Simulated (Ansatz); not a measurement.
Runs of Ansatz 0.2.0 on GdO. Symmetry: F-43m, No. 216, cubic system. Conventional cell: a = 5.400 Å, b = 5.400 Å, c = 5.400 Å, α = 90.00°, β = 90.00°, γ = 90.00°. Gd (site symmetry -43m) has 4 O at 2.34 Å as nearest neighbours. Around O (site symmetry -43m) lie 4 Gd at 2.34 Å. 

| potentials or basis | cutoff (eV) | basis error allowed | pressure (GPa) | moment (μB) |
| --- | --- | --- | --- | --- |
| all-electron LAPW, inner shells corrected to Dirac's equation | 328 | 0.001 eV/atom | -4.5 | 7.50 |
| all-electron LAPW, non-relativistic | 326 | 0.001 eV/atom | (a) | 6.02 |
| all-electron LAPW, scalar-relativistic | 328 | 0.001 eV/atom | -4.5 | 7.50 |
| all-electron PAW datasets made for the crystal | 340 | - | -4.5 | 7.50 |

Alike in all rows: task band structure; level PBEsol; spin collinear, ferromagnetic start; cell as given; k mesh 9 × 9 × 9; smearing fermi-dirac 0.05 eV.

Question: Fill in the values left out.

Answer: (a) 1.9.

Caveats: an open f shell can end in a state above the lowest; a cell with one magnetic atom can't hold antiferromagnetic order, which such compounds often take; relativity is left out, which matters for the heavier elements (some runs).

The runs don't all hold the same shells in valence.
